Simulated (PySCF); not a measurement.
# C₃H₉Bi: NMR shieldings, part 1 of 2

Wanted: NMR shieldings for C₃H₉Bi (`[CH3][Bi]([CH3])[CH3]`).

Computed with PySCF 2.14.0 and routines of our own; the level stands in each step. Atoms count from 0.

## 1. The system as given

13 atoms, charge 0, multiplicity 1; geometry from: GFN2-xTB.

## 2. NMR shieldings: PBE/pcSseg-1 Bi:us-x2c-TZVPall-2c, spin–orbit

Job settings and geometry (Å):

```
{"job": {"xc": "PBE", "basis": {"default": "pcSseg-1", "Bi": "us-x2c-TZVPall-2c"}, "rel": "so", "kind": "hnmr"}, "charge": 0, "multiplicity": 1}
Bi     0.011590     0.007420     1.313090
C      1.882080    -0.001830     0.030580
H      2.528280     0.822020     0.303050
H      1.599180     0.098870    -1.006710
H      2.418080    -0.932760     0.161740
C     -0.939830     1.630190     0.046910
H     -0.800850     1.386140    -0.996130
H     -0.476770     2.586200     0.253500
H     -1.999210     1.694290     0.258920
C     -0.941070    -1.627290     0.062560
H     -2.014010    -1.617480     0.199320
H     -0.553850    -2.595630     0.351510
H     -0.713620    -1.450130    -0.978350
```

Level: PBE/pcSseg-1 Bi:us-x2c-TZVPall-2c GIAO NMR shielding, X2C with spin-orbit coupling, screened-nuclear two-electron part, Gaussian nuclei, gas phase.

Run with:

```bash
> OMP_NUM_THREADS=1 python heavy_run.py task.json out
```

One launch serves the whole session: the jobs run in the order shown.

The program printed:

```text
spin-free SCF
coarse grid: 46544 points
cycle   1  E = -21654.9373321056  dE = -9.784e-01  |g| = 1.915e+00  |ddm| = 6.503e+00
cycle   2  E = -21654.4117473460  dE =  5.256e-01  |g| = 1.536e+00  |ddm| = 2.311e+00
cycle   3  E = -21654.6760031652  dE = -2.643e-01  |g| = 1.316e+00  |ddm| = 2.928e+00
cycle   4  E = -21655.0945163057  dE = -4.185e-01  |g| = 1.419e-01  |ddm| = 1.390e+00
cycle   5  E = -21655.0991678977  dE = -4.652e-03  |g| = 5.988e-02  |ddm| = 1.863e-01
cycle   6  E = -21655.0996540927  dE = -4.862e-04  |g| = 4.752e-03  |ddm| = 5.006e-02
cycle   7  E = -21655.0996593574  dE = -5.265e-06  |g| = 2.441e-03  |ddm| = 9.625e-03
final grid: 97168 points
cycle   8  E = -21655.0673863788  dE = -4.306e-05  |g| = 5.156e-03  |ddm| = 6.678e-03
cycle   9  E = -21655.0673803984  dE =  5.980e-06  |g| = 6.256e-03  |ddm| = 9.204e-03
cycle  10  E = -21655.0673872259  dE = -6.828e-06  |g| = 2.331e-03  |ddm| = 7.901e-03
cycle  11  E = -21655.0673884245  dE = -1.199e-06  |g| = 1.002e-03  |ddm| = 3.098e-03
cycle  12  E = -21655.0673885769  dE = -1.524e-07  |g| = 1.175e-04  |ddm| = 1.037e-03
cycle  13  E = -21655.0673885799  dE = -2.990e-09  |g| = 2.666e-05  |ddm| = 1.258e-04
converged SCF energy = -21655.0673885799
two-component SCF
cycle   1  E = -21640.2445644638  dE = -2.164e+04  |FDS-SDF| = 5.286e+02
cycle   2  E = -21681.9245478745  dE = -4.168e+01  |FDS-SDF| = 1.197e+00
cycle   3  E = -21681.9245505412  dE = -2.667e-06  |FDS-SDF| = 1.735e-01
cycle   4  E = -21681.9226666210  dE =  1.884e-03  |FDS-SDF| = 1.420e-01
cycle   5  E = -21681.9250363878  dE = -2.370e-03  |FDS-SDF| = 4.900e-02
cycle   6  E = -21681.9256370984  dE = -6.007e-04  |FDS-SDF| = 1.012e-02
cycle   7  E = -21681.9256541814  dE = -1.708e-05  |FDS-SDF| = 1.027e-03
cycle   8  E = -21681.9256544049  dE = -2.235e-07  |FDS-SDF| = 1.941e-04
cycle   9  E = -21681.9256544141  dE = -9.142e-09  |FDS-SDF| = 3.470e-05
converged, E = -21681.9256544141

Field gradients (au) and densities at the nuclei (bohr^-3)
atom        Vxx        Vyy        Vzz        centre      nuclear mean
  0 Bi     3.0818     3.1234    -6.2052    2948113.157    2708769.339
  1 C     -0.0303    -0.0445     0.0747        114.425        114.425
  2 H     -0.1630    -0.1711     0.3341          0.384          0.384
  3 H     -0.1640    -0.1737     0.3377          0.384          0.384
  4 H     -0.1627    -0.1709     0.3336          0.383          0.383
  5 C     -0.0300    -0.0438     0.0737        114.424        114.424
  6 H     -0.1637    -0.1734     0.3371          0.384          0.384
  7 H     -0.1627    -0.1710     0.3337          0.383          0.383
  8 H     -0.1626    -0.1708     0.3334          0.383          0.383
  9 C     -0.0302    -0.0436     0.0738        114.424        114.424
 10 H     -0.1632    -0.1714     0.3346          0.383          0.383
 11 H     -0.1627    -0.1709     0.3336          0.383          0.383
 12 H     -0.1637    -0.1735     0.3372          0.384          0.384
without picture change
  0 Bi                          -7.1139                   7910396.441

Core orbital energies (eV)
atom   shell        mean    spread
  0 Bi 1s       -90256.482   0.000
  0 Bi 2s       -16211.009   0.000
  0 Bi 3s        -3912.581   0.000
  0 Bi 4s         -896.488   0.000
  0 Bi 5s         -155.644   0.000
  0 Bi 6s          -15.129   0.000
  0 Bi 2p1/2    -15575.068   0.000
  0 Bi 2p3/2    -13269.593   0.006
  0 Bi 3p1/2     -3625.562   0.000
  0 Bi 3p3/2     -3108.485   0.015
  0 Bi 4p1/2      -771.686   0.000
  0 Bi 4p3/2      -644.176   0.031
  0 Bi 5p1/2      -112.327   0.000
  0 Bi 5p3/2       -87.878   0.068
  0 Bi 3d3/2     -2639.007   0.063
  0 Bi 3d5/2     -2529.392   0.129
  0 Bi 4d3/2      -441.331   0.027
  0 Bi 4d5/2      -417.362   0.035
  0 Bi 5d3/2       -27.717   0.085
  0 Bi 5d5/2       -24.702   0.131
  0 Bi 4f5/2      -153.459   0.041
  0 Bi 4f7/2      -148.092   0.046

Shielding tensors (ppm)
atom      isotropic    diamagn.    paramagn.     s11        s22        s33       span
  0 Bi    10123.27     8992.02     1131.25    9804.52    9809.76   10755.54     951.02
  1 C       184.30      248.14      -63.85     159.53     180.86     212.50      52.98
  2 H        30.56       29.84        0.72      24.35      26.72      40.62      16.26
  3 H        29.85       32.05       -2.20      23.19      27.13      39.22      16.03
  4 H        30.52       30.04        0.48      24.26      26.80      40.50      16.24
  5 C       184.62      248.20      -63.58     159.59     180.14     214.13      54.53
  6 H        29.80       32.06       -2.26      23.15      27.06      39.19      16.05
  7 H        30.54       29.93        0.61      24.38      26.70      40.53      16.15
  8 H        30.59       29.97        0.61      24.38      26.73      40.65      16.27
  9 C       185.19      248.19      -63.00     159.74     180.21     215.62      55.88
 10 H        30.59       30.10        0.49      24.27      26.89      40.61      16.34
 11 H        30.60       29.85        0.75      24.38      26.76      40.66      16.28
 12 H        29.79       32.06       -2.27      23.03      27.12      39.20      16.17
```

Run time: 88 s. Hardware: 1 thread of Arm Neoverse V1, shared host; peak memory 1.2 GiB.

From this job:

```
                       quantity        value
energy from spin-orbit coupling  -26.8583 Eh
```

## 3. NMR shieldings: PBE/pcSseg-1 Bi:us-x2c-TZVPall-2c, spin-free

The job, as its differences from that of step 2:

```diff
@@ -1,2 +1,2 @@
-{"job": {"xc": "PBE", "basis": {"default": "pcSseg-1", "Bi": "us-x2c-TZVPall-2c"}, "rel": "so", "kind": "hnmr"}, "charge": 0, "multiplicity": 1}
+{"job": {"xc": "PBE", "basis": {"default": "pcSseg-1", "Bi": "us-x2c-TZVPall-2c"}, "rel": "sf", "kind": "hnmr"}, "charge": 0, "multiplicity": 1}
 Bi     0.011590     0.007420     1.313090
```

Method: PBE/pcSseg-1 Bi:us-x2c-TZVPall-2c GIAO NMR shielding, spin-free X2C, Gaussian nuclei, gas phase.

The program printed:

```text
spin-free SCF
coarse grid: 46544 points
cycle   1  E = -21654.9373321056  dE = -9.784e-01  |g| = 1.915e+00  |ddm| = 6.503e+00
cycle   2  E = -21654.4117473460  dE =  5.256e-01  |g| = 1.536e+00  |ddm| = 2.311e+00
cycle   3  E = -21654.6760031652  dE = -2.643e-01  |g| = 1.316e+00  |ddm| = 2.928e+00
cycle   4  E = -21655.0945163057  dE = -4.185e-01  |g| = 1.419e-01  |ddm| = 1.390e+00
cycle   5  E = -21655.0991678977  dE = -4.652e-03  |g| = 5.988e-02  |ddm| = 1.863e-01
cycle   6  E = -21655.0996540927  dE = -4.862e-04  |g| = 4.752e-03  |ddm| = 5.006e-02
cycle   7  E = -21655.0996593574  dE = -5.265e-06  |g| = 2.441e-03  |ddm| = 9.625e-03
final grid: 97168 points
cycle   8  E = -21655.0673863788  dE = -4.306e-05  |g| = 5.156e-03  |ddm| = 6.678e-03
cycle   9  E = -21655.0673803984  dE =  5.980e-06  |g| = 6.256e-03  |ddm| = 9.204e-03
cycle  10  E = -21655.0673872259  dE = -6.828e-06  |g| = 2.331e-03  |ddm| = 7.901e-03
cycle  11  E = -21655.0673884245  dE = -1.199e-06  |g| = 1.002e-03  |ddm| = 3.098e-03
cycle  12  E = -21655.0673885769  dE = -1.524e-07  |g| = 1.175e-04  |ddm| = 1.037e-03
cycle  13  E = -21655.0673885799  dE = -2.990e-09  |g| = 2.666e-05  |ddm| = 1.258e-04
converged SCF energy = -21655.0673885799
check of the scalar solution
cycle   1  E = -21655.0673885796  dE = -2.166e+04  |FDS-SDF| = 6.227e+00
cycle   2  E = -21655.0685341536  dE = -1.146e-03  |FDS-SDF| = 3.297e-03
cycle   3  E = -21655.0685341503  dE =  3.231e-09  |FDS-SDF| = 1.316e-04
cycle   4  E = -21655.0685341326  dE =  1.778e-08  |FDS-SDF| = 2.937e-04
cycle   5  E = -21655.0685341547  dE = -2.215e-08  |FDS-SDF| = 1.051e-05
converged, E = -21655.0685341547

Field gradients (au) and densities at the nuclei (bohr^-3)
atom        Vxx        Vyy        Vzz        centre      nuclear mean
  0 Bi     2.8745     2.9158    -5.7903    2925276.540    2686518.269
  1 C     -0.0273    -0.0420     0.0693        114.421        114.420
  2 H     -0.1630    -0.1712     0.3342          0.384          0.384
  3 H     -0.1640    -0.1738     0.3378          0.384          0.384
  4 H     -0.1627    -0.1710     0.3337          0.383          0.383
  5 C     -0.0269    -0.0413     0.0682        114.420        114.420
  6 H     -0.1636    -0.1735     0.3371          0.384          0.384
  7 H     -0.1627    -0.1711     0.3338          0.383          0.383
  8 H     -0.1626    -0.1709     0.3335          0.383          0.383
  9 C     -0.0271    -0.0411     0.0683        114.420        114.419
 10 H     -0.1632    -0.1715     0.3347          0.383          0.383
 11 H     -0.1627    -0.1710     0.3337          0.383          0.383
 12 H     -0.1637    -0.1737     0.3373          0.384          0.384
without picture change
  0 Bi                          -7.2056                   7912096.101

Core orbital energies (eV)
atom   shell        mean    spread
  0 Bi 1s       -90284.348   0.000
  0 Bi 2s       -16217.690   0.000
  0 Bi 3s        -3914.744   0.000
  0 Bi 4s         -897.215   0.000
  0 Bi 5s         -155.888   0.000
  0 Bi 6s          -15.215   0.000
  0 Bi 2p       -13950.892   0.009
  0 Bi 3p        -3263.205   0.022
  0 Bi 4p         -682.339   0.046
  0 Bi 5p          -95.243   0.100
  0 Bi 3d        -2574.121   0.194
  0 Bi 4d         -427.264   0.043
  0 Bi 5d          -26.034   0.163
  0 Bi 4f         -150.784   0.049

Shielding tensors (ppm)
atom      isotropic    diamagn.    paramagn.     s11        s22        s33       span
  0 Bi     5090.83    10481.52    -5390.69    4947.82    5158.93    5165.76     217.94
  1 C       172.90      247.93      -75.03     159.66     166.35     192.67      33.01
  2 H        31.00       29.76        1.24      25.14      27.34      40.51      15.37
  3 H        31.29       32.01       -0.72      25.61      28.88      39.38      13.77
  4 H        31.02       29.97        1.04      25.21      27.49      40.36      15.15
  5 C       173.17      247.98      -74.81     160.95     166.09     192.47      31.53
  6 H        31.25       32.02       -0.78      25.55      28.84      39.35      13.79
  7 H        31.00       29.85        1.15      25.20      27.40      40.40      15.20
  8 H        31.05       29.90        1.16      25.21      27.43      40.53      15.32
  9 C       173.72      247.97      -74.26     162.81     165.67     192.67      29.87
 10 H        31.08       30.03        1.05      25.21      27.57      40.46      15.24
 11 H        31.04       29.77        1.27      25.19      27.37      40.56      15.38
 12 H        31.23       32.02       -0.79      25.48      28.87      39.34      13.87
```

Wall time 31 s (1 thread of Arm Neoverse V1, shared host); peak memory 0.98 GiB.

## 4. NMR shieldings: PBE/pcSseg-1 Bi:us-x2c-TZVPall-2c in water, spin–orbit

The job, as its differences from that of step 3:

```diff
@@ -1,2 +1,2 @@
-{"job": {"xc": "PBE", "basis": {"default": "pcSseg-1", "Bi": "us-x2c-TZVPall-2c"}, "rel": "sf", "kind": "hnmr"}, "charge": 0, "multiplicity": 1}
+{"job": {"xc": "PBE", "basis": {"default": "pcSseg-1", "Bi": "us-x2c-TZVPall-2c"}, "rel": "so", "solvent": "water", "kind": "hnmr"}, "charge": 0, "multiplicity": 1}
 Bi     0.011590     0.007420     1.313090
```

Method: PBE/pcSseg-1 Bi:us-x2c-TZVPall-2c GIAO NMR shielding, X2C with spin-orbit coupling, screened-nuclear two-electron part, Gaussian nuclei, IEF-PCM water.

The program printed:

```text
spin-free SCF
coarse grid: 46544 points
cycle   1  E = -21654.9445458896  dE = -9.851e-01  |g| = 1.910e+00  |ddm| = 6.503e+00
cycle   2  E = -21654.5393063166  dE =  4.052e-01  |g| = 1.395e+00  |ddm| = 2.112e+00
cycle   3  E = -21654.7551447422  dE = -2.158e-01  |g| = 1.204e+00  |ddm| = 2.506e+00
cycle   4  E = -21655.0978629717  dE = -3.427e-01  |g| = 1.084e-01  |ddm| = 1.073e+00
cycle   5  E = -21655.1009346594  dE = -3.072e-03  |g| = 4.117e-02  |ddm| = 1.317e-01
cycle   6  E = -21655.1010875077  dE = -1.528e-04  |g| = 2.684e-03  |ddm| = 3.168e-02
cycle   7  E = -21655.1010880021  dE = -4.944e-07  |g| = 7.966e-04  |ddm| = 2.213e-03
final grid: 97168 points
cycle   8  E = -21655.0688168527  dE = -4.436e-05  |g| = 3.712e-03  |ddm| = 3.340e-03
cycle   9  E = -21655.0688167922  dE =  6.045e-08  |g| = 1.184e-03  |ddm| = 2.116e-03
cycle  10  E = -21655.0688168020  dE = -9.717e-09  |g| = 1.166e-03  |ddm| = 2.306e-03
cycle  11  E = -21655.0688169620  dE = -1.600e-07  |g| = 1.184e-04  |ddm| = 1.116e-03
cycle  12  E = -21655.0688169654  dE = -3.405e-09  |g| = 3.129e-05  |ddm| = 1.336e-04
converged SCF energy = -21655.0688169654
two-component SCF
cycle   1  E = -21640.2460059964  dE = -2.164e+04  |FDS-SDF| = 5.286e+02
cycle   2  E = -21681.9259817531  dE = -4.168e+01  |FDS-SDF| = 1.197e+00
cycle   3  E = -21681.9261927806  dE = -2.110e-04  |FDS-SDF| = 1.712e-01
cycle   4  E = -21681.9252232765  dE =  9.695e-04  |FDS-SDF| = 1.256e-01
cycle   5  E = -21681.9267188376  dE = -1.496e-03  |FDS-SDF| = 3.825e-02
cycle   6  E = -21681.9270497282  dE = -3.309e-04  |FDS-SDF| = 8.847e-03
cycle   7  E = -21681.9270652059  dE = -1.548e-05  |FDS-SDF| = 8.175e-04
cycle   8  E = -21681.9270653167  dE = -1.108e-07  |FDS-SDF| = 1.669e-04
cycle   9  E = -21681.9270653219  dE = -5.217e-09  |FDS-SDF| = 2.181e-05
converged, E = -21681.9270653219

Field gradients (au) and densities at the nuclei (bohr^-3)
atom        Vxx        Vyy        Vzz        centre      nuclear mean
  0 Bi     3.0966     3.1367    -6.2333    2948113.099    2708769.284
  1 C     -0.0317    -0.0445     0.0762        114.425        114.425
  2 H     -0.1629    -0.1711     0.3340          0.383          0.383
  3 H     -0.1641    -0.1737     0.3378          0.383          0.383
  4 H     -0.1627    -0.1709     0.3335          0.383          0.383
  5 C     -0.0316    -0.0437     0.0752        114.425        114.424
  6 H     -0.1637    -0.1735     0.3372          0.383          0.383
  7 H     -0.1626    -0.1709     0.3336          0.383          0.383
  8 H     -0.1625    -0.1707     0.3333          0.383          0.383
  9 C     -0.0318    -0.0433     0.0751        114.424        114.424
 10 H     -0.1631    -0.1714     0.3345          0.383          0.383
 11 H     -0.1626    -0.1709     0.3335          0.383          0.383
 12 H     -0.1638    -0.1736     0.3374          0.383          0.383
without picture change
  0 Bi                          -7.1519                   7910396.351

Core orbital energies (eV)
atom   shell        mean    spread
  0 Bi 1s       -90256.360   0.000
  0 Bi 2s       -16210.886   0.000
  0 Bi 3s        -3912.458   0.000
  0 Bi 4s         -896.366   0.000
  0 Bi 5s         -155.521   0.000
  0 Bi 6s          -14.996   0.000
  0 Bi 2p1/2    -15574.946   0.000
  0 Bi 2p3/2    -13269.471   0.006
  0 Bi 3p1/2     -3625.439   0.000
  0 Bi 3p3/2     -3108.362   0.015
  0 Bi 4p1/2      -771.563   0.000
  0 Bi 4p3/2      -644.053   0.031
  0 Bi 5p1/2      -112.204   0.000
  0 Bi 5p3/2       -87.755   0.068
  0 Bi 3d3/2     -2638.884   0.063
  0 Bi 3d5/2     -2529.269   0.129
  0 Bi 4d3/2      -441.208   0.027
  0 Bi 4d5/2      -417.239   0.035
  0 Bi 5d3/2       -27.593   0.083
  0 Bi 5d5/2       -24.578   0.129
  0 Bi 4f5/2      -153.336   0.041
  0 Bi 4f7/2      -147.969   0.046

Shielding tensors (ppm)
atom      isotropic    diamagn.    paramagn.     s11        s22        s33       span
  0 Bi    10090.27     8992.11     1098.17    9769.49    9774.75   10726.58     957.09
  1 C       185.04      248.74      -63.70     160.56     181.23     213.33      52.77
  2 H        30.55       29.88        0.67      24.30      26.74      40.61      16.31
  3 H        29.86       32.19       -2.33      23.15      27.23      39.21      16.06
  4 H        30.52       30.10        0.41      24.22      26.83      40.50      16.28
  5 C       185.36      248.80      -63.44     160.63     180.54     214.92      54.29
  6 H        29.82       32.22       -2.40      23.11      27.16      39.19      16.07
  7 H        30.53       29.98        0.55      24.32      26.73      40.52      16.20
  8 H        30.57       30.02        0.55      24.32      26.76      40.64      16.32
  9 C       185.92      248.79      -62.87     160.76     180.62     216.39      55.63
 10 H        30.58       30.16        0.42      24.22      26.92      40.60      16.38
 11 H        30.59       29.90        0.69      24.32      26.78      40.66      16.33
 12 H        29.81       32.22       -2.41      23.01      27.23      39.20      16.19
```

Wall time 86 s (1 thread of Arm Neoverse V1, shared host); peak memory 1.2 GiB.

Key values:

```
                       quantity        value
energy from spin-orbit coupling  -26.8582 Eh
```

## 5. NMR shieldings: PBE/pcSseg-1 Bi:us-x2c-TZVPall-2c in water, spin-free

The job, as its differences from that of step 4:

```diff
@@ -1,2 +1,2 @@
-{"job": {"xc": "PBE", "basis": {"default": "pcSseg-1", "Bi": "us-x2c-TZVPall-2c"}, "rel": "so", "solvent": "water", "kind": "hnmr"}, "charge": 0, "multiplicity": 1}
+{"job": {"xc": "PBE", "basis": {"default": "pcSseg-1", "Bi": "us-x2c-TZVPall-2c"}, "rel": "sf", "solvent": "water", "kind": "hnmr"}, "charge": 0, "multiplicity": 1}
 Bi     0.011590     0.007420     1.313090
```

With the program's defaults for keys left out, this is: PBE/pcSseg-1 Bi:us-x2c-TZVPall-2c GIAO NMR shielding, spin-free X2C, Gaussian nuclei, IEF-PCM water.

The program printed:

```text
spin-free SCF
coarse grid: 46544 points
cycle   1  E = -21654.9445458896  dE = -9.851e-01  |g| = 1.910e+00  |ddm| = 6.503e+00
cycle   2  E = -21654.5393063166  dE =  4.052e-01  |g| = 1.395e+00  |ddm| = 2.112e+00
cycle   3  E = -21654.7551447422  dE = -2.158e-01  |g| = 1.204e+00  |ddm| = 2.506e+00
cycle   4  E = -21655.0978629717  dE = -3.427e-01  |g| = 1.084e-01  |ddm| = 1.073e+00
cycle   5  E = -21655.1009346594  dE = -3.072e-03  |g| = 4.117e-02  |ddm| = 1.317e-01
cycle   6  E = -21655.1010875077  dE = -1.528e-04  |g| = 2.684e-03  |ddm| = 3.168e-02
cycle   7  E = -21655.1010880021  dE = -4.944e-07  |g| = 7.966e-04  |ddm| = 2.213e-03
final grid: 97168 points
cycle   8  E = -21655.0688168527  dE = -4.436e-05  |g| = 3.712e-03  |ddm| = 3.340e-03
cycle   9  E = -21655.0688167922  dE =  6.045e-08  |g| = 1.184e-03  |ddm| = 2.116e-03
cycle  10  E = -21655.0688168020  dE = -9.717e-09  |g| = 1.166e-03  |ddm| = 2.306e-03
cycle  11  E = -21655.0688169620  dE = -1.600e-07  |g| = 1.184e-04  |ddm| = 1.116e-03
cycle  12  E = -21655.0688169654  dE = -3.405e-09  |g| = 3.129e-05  |ddm| = 1.336e-04
converged SCF energy = -21655.0688169654
check of the scalar solution
cycle   1  E = -21655.0688169650  dE = -2.166e+04  |FDS-SDF| = 6.227e+00
cycle   2  E = -21655.0699625465  dE = -1.146e-03  |FDS-SDF| = 3.298e-03
cycle   3  E = -21655.0699625445  dE =  2.001e-09  |FDS-SDF| = 1.244e-04
cycle   4  E = -21655.0699625345  dE =  9.957e-09  |FDS-SDF| = 2.305e-04
cycle   5  E = -21655.0699625476  dE = -1.309e-08  |FDS-SDF| = 1.804e-05
converged, E = -21655.0699625476

Field gradients (au) and densities at the nuclei (bohr^-3)
atom        Vxx        Vyy        Vzz        centre      nuclear mean
  0 Bi     2.8902     2.9300    -5.8202    2925276.639    2686518.360
  1 C     -0.0284    -0.0417     0.0702        114.421        114.421
  2 H     -0.1629    -0.1712     0.3341          0.383          0.383
  3 H     -0.1640    -0.1739     0.3379          0.384          0.384
  4 H     -0.1626    -0.1710     0.3336          0.383          0.383
  5 C     -0.0283    -0.0408     0.0691        114.420        114.420
  6 H     -0.1637    -0.1737     0.3374          0.383          0.383
  7 H     -0.1626    -0.1710     0.3337          0.383          0.383
  8 H     -0.1625    -0.1709     0.3334          0.383          0.383
  9 C     -0.0286    -0.0404     0.0690        114.420        114.420
 10 H     -0.1631    -0.1715     0.3346          0.383          0.383
 11 H     -0.1626    -0.1710     0.3336          0.383          0.383
 12 H     -0.1637    -0.1738     0.3376          0.383          0.383
without picture change
  0 Bi                          -7.2508                   7912096.398

Core orbital energies (eV)
atom   shell        mean    spread
  0 Bi 1s       -90284.223   0.000
  0 Bi 2s       -16217.565   0.000
  0 Bi 3s        -3914.618   0.000
  0 Bi 4s         -897.089   0.000
  0 Bi 5s         -155.762   0.000
  0 Bi 6s          -15.079   0.000
  0 Bi 2p       -13950.767   0.009
  0 Bi 3p        -3263.080   0.022
  0 Bi 4p         -682.214   0.046
  0 Bi 5p          -95.117   0.099
  0 Bi 3d        -2573.996   0.194
  0 Bi 4d         -427.138   0.044
  0 Bi 5d          -25.907   0.161
  0 Bi 4f         -150.659   0.049

Shielding tensors (ppm)
atom      isotropic    diamagn.    paramagn.     s11        s22        s33       span
  0 Bi     5072.91    10481.38    -5408.47    4933.21    5139.36    5146.17     212.96
  1 C       173.92      248.55      -74.62     160.80     167.15     193.82      33.03
  2 H        30.99       29.81        1.18      25.09      27.36      40.51      15.42
  3 H        31.30       32.16       -0.87      25.57      28.95      39.37      13.80
  4 H        31.01       30.03        0.97      25.16      27.51      40.35      15.20
  5 C       174.20      248.61      -74.41     162.04     166.92     193.64      31.60
  6 H        31.26       32.18       -0.93      25.53      28.91      39.34      13.82
  7 H        30.99       29.91        1.08      25.15      27.41      40.40      15.25
  8 H        31.04       29.95        1.09      25.15      27.45      40.52      15.37
  9 C       174.74      248.60      -73.87     163.87     166.51     193.83      29.96
 10 H        31.07       30.09        0.98      25.16      27.59      40.45      15.29
 11 H        31.02       29.82        1.20      25.13      27.38      40.56      15.43
 12 H        31.25       32.18       -0.94      25.46      28.94      39.34      13.88
```

Wall time 32 s (1 thread of Arm Neoverse V1, shared host); peak memory 1 GiB.

(Continued in part 2 of 2.)
